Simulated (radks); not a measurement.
# Valence configurations of W⁺

The task here is to estimate one member of a computed series from the others.

The numbers are computed with radks (a radial shooting solver on a logarithmic mesh, Libxc functionals) version 1 (Dirac Kohn-Sham, PBEsol, spin-unpolarised, spherical densities, point nucleus; open shells fill j = l - 1/2 first), except any that are marked as measured or tabulated.

## The atom as given

| Property | Result |
| --- | --- |
| element | tungsten (Z = 74) |
| charge | +1 |
| electrons | 73 |
| configuration | [Xe] 4f14 5d4 6s1 |
| others tried | 4f13 5d4 6s2; 4f11 5d6 6s2; 4f12 5d6 6s1; 4f14 5d4 6p1; 4f10 5d7 6s2; 4f14 5d3 6s2; 4f14 5d5; 4f13.5 5d4 6s1 6p0.5; 4f13 5d4 6s1 6p1 |

The first run:

The run's settings:

```text
Z 74
configuration [Xe] 4f14 5d4 6s1
relativity Dirac
functional pbe_sol,pbe_sol
spin unpolarised
j_filling energy
nucleus point
c 137.035999084
```

Among the steps run: [Xe] 4f14 5d4 6s1.

One table of the session follows, with a row left open; its other results are not shown here.

It belongs to the step «[Xe] 4f14 5d4 6s1». From the orbitals of this run (lengths in bohr):

```
level     <r>  outermost maximum (interpolated)  90 % within  nodes
5s1/2   1.069                             0.963         1.54      4
5p1/2   1.179                              1.03         1.72      3
5p3/2   1.284                              1.12         1.88      3
4f5/2       ?                                 ?            ?      ?
4f7/2  0.6131                             0.431         1.02      0
6s1/2   2.962                              2.57         4.32      5
5d3/2   1.938                              1.47         3.06      2
5d5/2   2.012                              1.52         3.19      2
```

Q: Estimate the row for 4f5/2 from the others.

**Answer.** <r>: 0.6033; outermost maximum (interpolated): 0.426; 90 % within: 1.00; nodes: 0. In the column «<r>» it is the lowest.
